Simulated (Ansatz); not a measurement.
**CH4ClGe: rigid scan of one bond length in Python**

How does the energy of CH4ClGe change as one bond is stretched? Aim: a rigid scan of one bond length, for CH4ClGe, run from a script. SMILES: Cl[CH2][GeH2].

Program: the Python package of Ansatz 0.2.0. Level of theory: B3LYP/def2-SVP. These are calculated values, not measurements.

## (1) The structure

Bond lengths: Cl1–C2 1.778 Å, C2–Ge3 1.945 Å, C2–H4 1.109 Å, C2–H5 1.109 Å, Ge3–H6 1.550 Å, Ge3–H7 1.550 Å. Angles: Cl1–C2–Ge3 109.5°, Cl1–C2–H4 109.5°, Cl1–C2–H5 109.5°, Ge3–C2–H4 109.4°, Ge3–C2–H5 109.5°, H4–C2–H5 109.5°, C2–Ge3–H6 109.3°, C2–Ge3–H7 109.4°, H6–Ge3–H7 109.5°.

No structure file is read: the coordinates are typed or built in the script.

## (2) The script

The input, scan_ch4clge.py:

```python
"""Stretching a bond of CH4ClGe, the rest held rigid."""

import ansatz as az
from ase import Atoms
import matplotlib.pyplot as plt
import numpy as np

atoms = Atoms(["Cl", "C", "Ge", "H", "H", "H", "H"], positions=[
    [-1.7538, 0.7394, 1.0861],
    [-0.7898, -0.1292, -0.1292],
    [1.0709, -0.1772, 0.4335],
    [-0.8671, 0.393, -1.1049],
    [-1.1714, -1.1656, -0.2328],
    [1.9091, -0.9324, -0.6291],
    [1.602, 1.272, 0.5764],
])
mol = az.Crystal.molecule_from_ase(atoms)

symbols = [site.symbol for site in mol.cartesian_sites]
start = np.array([site.position_ang for site in mol.cartesian_sites])
axis = (start[6] - start[2]) / np.linalg.norm(start[6] - start[2])
moving = [6]
lengths, energies = [1.364, 1.426, 1.488, 1.55, 1.612, 1.674, 1.736, 1.829], []
for length in lengths:
    xyz = start.copy()
    xyz[moving] += (length - np.linalg.norm(start[6] - start[2])) * axis
    point = az.Crystal.molecule()
    for symbol, place in zip(symbols, xyz):
        point = point.atom(symbol, place.tolist())
    calculation = (
        point.calculation()
        .basis(gaussian="def2-SVP")
        .functional("b3lyp")
        .spin("collinear", total=1)
    )
    rep = calculation.run(threads=1, backend="cpu").report
    energies.append(rep["free_energy_ev"])
    print(f"r = {length:6.3f} A  E = {energies[-1]:.5f} eV  <S^2> = {abs(rep['mean_field']['state']['spin_squared']):.3f}")

# quartic fit about the minimum
fit = np.polynomial.Polynomial.fit(lengths, np.array(energies) - min(energies), 4).convert()
roots = [r.real for r in fit.deriv().roots() if abs(r.imag) < 1e-9 and fit.deriv(2)(r.real) > 0]
r_e = min(roots, key=lambda r: abs(r - lengths[int(np.argmin(energies))]))
print(f"minimum of the fit at {r_e:.4f} A, force constant {fit.deriv(2)(r_e):.2f} eV/A^2")
plt.figure(figsize=(4.5, 3))
plt.plot(lengths, np.array(energies) - min(energies), "o-")
plt.xlabel("bond length (A)")
plt.ylabel("E - E(min) (eV)")
plt.tight_layout()
plt.savefig("scan.png", dpi=100)
```

## (3) The input behind the calls

The package turns the script's settings into the engine's input (first run):

```yaml
crystal:
  periodic: [false, false, false]
  atoms:
    - { symbol: Cl, position_ang: [-1.7538, 0.7394, 1.0861] }
    - { symbol: C, position_ang: [-0.7898, -0.1292, -0.1292] }
    - { symbol: Ge, position_ang: [1.0709, -0.1772, 0.4335] }
    - { symbol: H, position_ang: [-0.8671, 0.393, -1.1049] }
    - { symbol: H, position_ang: [-1.1714, -1.1656, -0.2328] }
    - { symbol: H, position_ang: [1.9091, -0.9324, -0.6291] }
    - { symbol: H, position_ang: [1.5382516347119108, 1.098051344425722, 0.5592475966867484] }
basis:
  gaussian:
    orbitals: def2-SVP
hamiltonian:
  xc: b3lyp
magnetization:
  spin_polarized: true
  initial_magnetization: 1.0
```

## (4) Launch

On the command line:

```sh
$ python scan_ch4clge.py
```

Standard output:

```text
r =  1.364 A  E = -70131.06693 eV  <S^2> = 0.751
r =  1.426 A  E = -70131.28625 eV  <S^2> = 0.751
r =  1.488 A  E = -70131.40109 eV  <S^2> = 0.751
r =  1.550 A  E = -70131.43562 eV  <S^2> = 0.751
r =  1.612 A  E = -70131.40886 eV  <S^2> = 0.751
r =  1.674 A  E = -70131.33583 eV  <S^2> = 0.751
r =  1.736 A  E = -70131.22839 eV  <S^2> = 0.751
r =  1.829 A  E = -70131.02266 eV  <S^2> = 0.751
minimum of the fit at 1.5508 A, force constant 15.90 eV/A^2
```

Wall time 36 s (1 thread of Intel Xeon Platinum 8259CL at 2.50GHz (Skylake/Cascade Lake), shared host); peak memory 0.34 GiB.

## (5) Inputs of later runs

The engine's inputs for some of the other runs:

Run 2, against run 1:

```diff
@@ -10 +10 @@
-    - { symbol: H, position_ang: [1.5382516347119108, 1.098051344425722, 0.5592475966867484] }
+    - { symbol: H, position_ang: [1.5594948908351793, 1.1560173146268913, 0.564963396536146] }
```

Run 6, against run 1:

```diff
@@ -10 +10 @@
-    - { symbol: H, position_ang: [1.5382516347119108, 1.098051344425722, 0.5592475966867484] }
+    - { symbol: H, position_ang: [1.6444679153282542, 1.387881195431568, 0.5878265959337367] }
```

Run 7, against run 1:

```diff
@@ -10 +10 @@
-    - { symbol: H, position_ang: [1.5382516347119108, 1.098051344425722, 0.5592475966867484] }
+    - { symbol: H, position_ang: [1.6657111714515227, 1.4458471656327372, 0.5935423957831343] }
```

## (6) The engine's runs

One row for each of the 8 runs:

```tsv
run	distance (Å)	energy from run 4 (eV)	<S²>	SCF cycles	CPU time (s)
1	1.36	0.3687	0.75	18	4.4
2	1.43	0.1494	0.75	18	4.6
3	1.49	0.0345	0.75	16	4
4	1.55	0.0000	0.75	16	4
5	1.61	0.0268	0.75	16	4.3
6	1.67	0.0998	0.75	18	4.2
7	1.74	0.2072	0.75	17	4.5
8	1.83	0.4130	0.75	18	4.3
```

## (7) Results

| quantity | value |
| --- | --- |
| bond length at the fit's minimum | 1.5508 Å |
| runs compared | 8 |
| range of energy | 0.413 eV |
| lowest point, distance (Å) | 1.55 |

**Reading.** The lowest point, at 1.55, lies inside the range. The ends stand 0.369 and 0.413 eV above it. The distance scanned is the script's pair 2, 6. The rest of the molecule is held rigid at a force-field or estimated start geometry, and the basis set is modest; single-reference methods fail as a bond breaks. The species is open-shell (spin multiplicity 2). b3lyp holds the VWN-RPA fit, as in Gaussian; the form of ORCA and Turbomole is b3lyp5.
